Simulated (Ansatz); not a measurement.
# KNbC4: the cost of one run

Program: Ansatz 0.2.0. Level of theory: DFT PBE, scalar-relativistic, plane waves, PAW. These are calculated values, not measurements.

## (1) The structure to begin with

Symmetry: P4/mmm, No. 123, tetragonal system. Conventional cell: a = 4.289 Å, b = 4.289 Å, c = 6.066 Å, α = 90.00°, β = 90.00°, γ = 90.00°. K (site symmetry 4/mmm) has 8 C at 2.63 Å as nearest neighbours. Around Nb (site symmetry 4/mmm) lie 8 C at 2.63 Å. Around C (site symmetry 2mm) lie 2 K at 2.63 Å and 2 Nb at 2.63 Å.

Structure file:

```
K Nb C
1.0
     4.28906    0.00000    0.00000
     0.00000    4.28906    0.00000
     0.00000    0.00000    6.06564
K Nb C
1 1 4
Direct
  0.00000 0.00000 0.00000
  0.50000 0.50000 0.50000
  0.50000 0.00000 0.25000
  0.00000 0.50000 0.75000
  0.50000 0.00000 0.75000
  0.00000 0.50000 0.25000
```

A structure generator made this guess: ordered mixture on the cation sites of fluorite (P4/mmm, No. 123). Lengths come from tabulated atomic sizes and are only a guess.

## (2) A first look at the guess

input.yaml

```yaml
crystal:
  lattice:
    - [4.28905654, 0.0, 0.0]
    - [0.0, 4.28905654, 0.0]
    - [0.0, 0.0, 6.06564193]
  atoms:
    - { symbol: K, position: [0.0, 0.0, 0.0] }
    - { symbol: Nb, position: [0.5, 0.5, 0.5] }
    - { symbol: C, position: [0.5, 0.0, 0.25] }
    - { symbol: C, position: [0.0, 0.5, 0.75] }
    - { symbol: C, position: [0.5, 0.0, 0.75] }
    - { symbol: C, position: [0.0, 0.5, 0.25] }
basis:
  ecutwfc: 420
kpoints:
  mp_grid: { grid: [4, 4, 4] }
hamiltonian:
  xc: pbe
scf:
  occupations: { method: gaussian, width: 0.1 }
  lower_state_search: "off"
output:
  forces: true
  stress: true
  eigenvalues: true
```

Started as:

```console
$ ansatz run input.yaml --threads 1 --pin off --max-ram 2048MiB --backend cpu --events-out ev --progress --plain --runs-dir out
```

What time and memory should one allow on 1 thread of Arm Neoverse V2, shared host?

About 3.4 s, with a peak of 0.36 GiB.
